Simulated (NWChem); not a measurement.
**PBE/def2-SVP (core potential) run of SnH2F2 (SMILES [F][SnH2][F])**

What is the energy change on altering one bond length of SnH2F2 at PBE/def2-SVP (core potential)? Input form: an ASE script.

The calculation is run with NWChem 7.3.0.

14 further runs of the same task are left out: 2 that didn't finish, 12 set aside as unsound or not needed.

## 1. The structure to begin with

The species is SnH2F2 (5 atoms), meant as a singlet with charge 0. SMILES: `[F][SnH2][F]`. The shape is that of a PBE0-D4/def2-TZVP optimisation.

Bond lengths: F1–Sn2 1.909 Å, Sn2–F3 1.909 Å, Sn2–H4 1.692 Å, Sn2–H5 1.692 Å. Angles: F1–Sn2–F3 103.3°, F1–Sn2–H4 107.1°, F1–Sn2–H5 107.1°, F3–Sn2–H4 107.1°, F3–Sn2–H5 107.1°, H4–Sn2–H5 123.6°.

## 2. Energy and gradient at PBE/def2-SVP (core potential)

run.xyz reads:

```xyz
5

F     -0.343500    -0.356300     1.741400
Sn     0.128900    -0.073200    -0.086200
F     -1.231200     1.110700    -0.712400
H     -0.087400    -1.547100    -0.889100
H      1.583200     0.792100    -0.095000
```

run.py reads:

```python
from ase.io import read
from ase.calculators.nwchem import NWChem

atoms = read('run.xyz')

calc = NWChem(
    label='run',
    theory='dft',
    memory='2200 mb',
    basis='def2-SVP',
    basispar='spherical bse',
    dft={'xc': 'xpbe96 cpbe96', 'mult': '1', 'grid': 'xfine', 'convergence': 'energy 1e-08', 'iterations': '100', 'mulliken': None},
    **{'ecp bse': {'Sn library': 'def2-SVP'}},
)
atoms.calc = calc

forces = atoms.get_forces()
print("Total energy (eV):", round(atoms.get_potential_energy(), 6))
print("forces (eV/A):")
for s, f in zip(atoms.symbols, forces):
    print(f"{s:2s} {f[0]:10.5f} {f[1]:10.5f} {f[2]:10.5f}")
print("dipole (e A):", atoms.get_dipole_moment().round(4))
```

On the command line:

```sh
$ export ASE_NWCHEM_COMMAND="nwchem PREFIX.nwi > PREFIX.nwo"
$ python run.py
```

The program printed:

```text
Total energy (eV): -11288.765374
forces (eV/A):
F    -0.27778   -0.17514    1.10043
Sn    0.78609   -0.38618   -0.51653
F    -0.81381    0.71148   -0.38361
H    -0.03291   -0.33512   -0.18846
H     0.33846    0.18497   -0.01188
dipole (e A): [ 0.4959 -0.2438 -0.3251]
```

The calculator wrote run.nwi:

```
title "run"

permanent_dir run

scratch_dir run

start run

geometry units angstrom nocenter noautosym noautoz
  F  -3.4350000000000003e-01 -3.5630000000000001e-01 1.7414000000000001e+00
  Sn 1.2889999999999999e-01 -7.3200000000000001e-02 -8.6199999999999999e-02
  F  -1.2312000000000001e+00 1.1107000000000000e+00 -7.1240000000000003e-01
  H  -8.7400000000000005e-02 -1.5470999999999999e+00 -8.8910000000000000e-01
  H  1.5831999999999999e+00 7.9210000000000003e-01 -9.5000000000000001e-02
end

memory 2200 mb

basis spherical bse noprint
   * library def2-SVP
end

dft
  xc xpbe96 cpbe96
  mult 1
  grid xfine
  convergence energy 1e-08
  iterations 100
  mulliken
end
ecp bse
  Sn library def2-SVP
end

task dft gradient
```

run.nwo (excerpt; [...] marks lines left out):

```text
[...]
          Wavefunction type:  closed shell.
          No. of atoms     :     5
          No. of electrons :    42
[...]
          Charge           :     0
          Spin multiplicity:     1
[...]
          AO basis - number of functions:    64
[...]
              XC Information
              --------------
          PerdewBurkeErnzerhof Exchange Functional  1.000
            Perdew 1991 LDA Correlation Functional  1.000 local
           PerdewBurkeErnz. Correlation Functional  1.000 non-local
[...]
 d= 0,ls=0.0,diis     1   -414.7165793013 -5.59D+02  4.96D-02  1.02D+00     1.8
[...]
 d= 0,ls=0.0,diis    10   -414.8544790862 -3.32D-10  1.86D-07  1.55D-10    13.9
         Total DFT energy =     -414.854479086248
      One electron energy =     -944.869410089240
           Coulomb energy =      424.980037643844
    Exchange-Corr. energy =      -39.574854141105
 Nuclear repulsion energy =      144.609747500253
[...]
      Total Density - Mulliken Population Analysis
     ---------------------------------------------
    Atom       Charge   Shell Charges
 -----------   ------   -------------------------------------------------------
    1 F    9     9.38   1.99  1.12  0.83  3.31  2.12  0.00
    2 Sn  22    21.11   0.42  1.60  1.09  0.14  2.76  3.25  1.27  0.34  9.72  0.52
    3 F    9     9.38   1.99  1.12  0.83  3.31  2.12  0.00
    4 H    1     1.07   0.68  0.38  0.01
    5 H    1     1.07   0.68  0.38  0.01
[...]
  wavefunction    = closed shell
                         DFT ENERGY GRADIENTS
    atom               coordinates                        gradient
                 x          y          z           x          y          z
   1 F      -0.649121  -0.673309   3.290769    0.005402   0.003406  -0.021400
   2 Sn      0.243586  -0.138328  -0.162894   -0.015287   0.007510   0.010045
   3 F      -2.326631   2.098919  -1.346241    0.015826  -0.013836   0.007460
   4 H      -0.165162  -2.923595  -1.680155    0.000640   0.006517   0.003665
   5 H       2.991814   1.496852  -0.179524   -0.006582  -0.003597   0.000231
[...]
```

It took 18 s on 1 thread of INTEL XEON PLATINUM 8581C at 2.10GHz (Emerald Rapids), shared host; peak memory 0.13 GiB.

## 3. The distorted shape: a single-point energy at PBE/def2-SVP (core potential)

test.xyz reads:

```xyz
5
F2H2Sn
F      0.064548    -0.711486     1.929268
Sn     0.536948    -0.428386     0.101668
F     -1.231200     1.110700    -0.712400
H      0.320648    -1.902286    -0.701232
H      1.991248     0.436914     0.092868
```

run.py reads:

```python
from ase.io import read
from ase.calculators.nwchem import NWChem

mol = read('test.xyz')

calc = NWChem(
    label='test',
    theory='dft',
    memory='2200 mb',
    basis='def2-SVP',
    basispar='spherical bse',
    dft={'xc': 'xpbe96 cpbe96', 'mult': '1', 'grid': 'xfine', 'convergence': 'energy 1e-08', 'iterations': '100', 'mulliken': None},
    task='energy',
    **{'ecp bse': {'Sn library': 'def2-SVP'}},
)
mol.calc = calc

e = mol.get_potential_energy()
print(f"E = {e:.6f} eV")
print("dipole (e A):", mol.get_dipole_moment().round(4))
```

On the command line:

```sh
$ export ASE_NWCHEM_COMMAND="nwchem PREFIX.nwi > PREFIX.nwo"
$ python run.py
```

The program printed:

```text
E = -11287.323742 eV
dipole (e A): [ 0.7935 -0.5056 -0.1799]
```

The calculator wrote test.nwi:

```
title "test"

permanent_dir test

scratch_dir test

start test

geometry units angstrom nocenter noautosym noautoz
  F  6.4547999999999994e-02 -7.1148599999999995e-01 1.9292680000000000e+00
  Sn 5.3694799999999998e-01 -4.2838599999999999e-01 1.0166799999999999e-01
  F  -1.2312000000000001e+00 1.1107000000000000e+00 -7.1240000000000003e-01
  H  3.2064799999999999e-01 -1.9022859999999999e+00 -7.0123199999999997e-01
  H  1.9912479999999999e+00 4.3691400000000002e-01 9.2868000000000006e-02
end

memory 2200 mb

basis spherical bse noprint
   * library def2-SVP
end

dft
  xc xpbe96 cpbe96
  mult 1
  grid xfine
  convergence energy 1e-08
  iterations 100
  mulliken
end
ecp bse
  Sn library def2-SVP
end

task dft energy
```

test.nwo (excerpt; [...] marks lines left out):

```text
[...]
          Wavefunction type:  closed shell.
          No. of atoms     :     5
          No. of electrons :    42
[...]
          Charge           :     0
          Spin multiplicity:     1
[...]
          AO basis - number of functions:    64
[...]
              XC Information
              --------------
          PerdewBurkeErnzerhof Exchange Functional  1.000
            Perdew 1991 LDA Correlation Functional  1.000 local
           PerdewBurkeErnz. Correlation Functional  1.000 non-local
[...]
 d= 0,ls=0.0,diis     1   -414.5907539792 -5.44D+02  1.09D-01  1.33D+00     3.8
[...]
 d= 0,ls=0.0,diis    12   -414.8015000842 -8.64D-09  8.31D-07  6.79D-09    22.4
         Total DFT energy =     -414.801500084191
      One electron energy =     -914.734070671124
           Coulomb energy =      409.874750540955
    Exchange-Corr. energy =      -39.475448754534
 Nuclear repulsion energy =      129.533268800512
[...]
      Total Density - Mulliken Population Analysis
     ---------------------------------------------
    Atom       Charge   Shell Charges
 -----------   ------   -------------------------------------------------------
    1 F    9     9.36   1.99  1.13  0.83  3.30  2.10  0.00
    2 Sn  22    21.17   0.42  1.60  1.16  0.17  2.75  3.25  1.23  0.40  9.72  0.47
    3 F    9     9.41   1.99  1.13  0.86  3.25  2.18  0.00
    4 H    1     1.03   0.67  0.35  0.01
    5 H    1     1.03   0.67  0.35  0.01
[...]
```

Run time: 24 s. Hardware: 1 thread of INTEL XEON PLATINUM 8581C at 2.10GHz (Emerald Rapids), shared host; peak memory 0.13 GiB.

## 4. Outcome

At PBE/def2-SVP (core potential):

```
                                                          quantity          value
                                         first shape: total energy  -414.85448 Eh
                                        first shape: dipole moment         3.08 D
                                          first shape: HOMO energy       -7.99 eV
                                          first shape: LUMO energy       -1.62 eV
                                        first shape: HOMO–LUMO gap        6.37 eV
                             first shape: largest force on an atom     1.148 eV/Å
                                     distorted shape: total energy  -414.80150 Eh
                                    distorted shape: dipole moment         4.60 D
                                      distorted shape: HOMO energy       -6.44 eV
                                      distorted shape: LUMO energy       -3.50 eV
                                    distorted shape: HOMO–LUMO gap        2.94 eV
energy change with the Sn2–F3 bond stretched from 1.909 to 2.481 Å       1.442 eV
```

What this shows: With the Sn2–F3 bond stretched from 1.909 to 2.481 Å the energy rises by 1.44 eV (139 kJ/mol). The first shape isn't relaxed at this level, so the change isn't measured from a minimum. The largest force (first shape) is 1.15 eV/Å: the shape isn't a stationary point for this species at this level. Mulliken charges (first shape) run from -0.38 on F1 to +0.89 on Sn2.
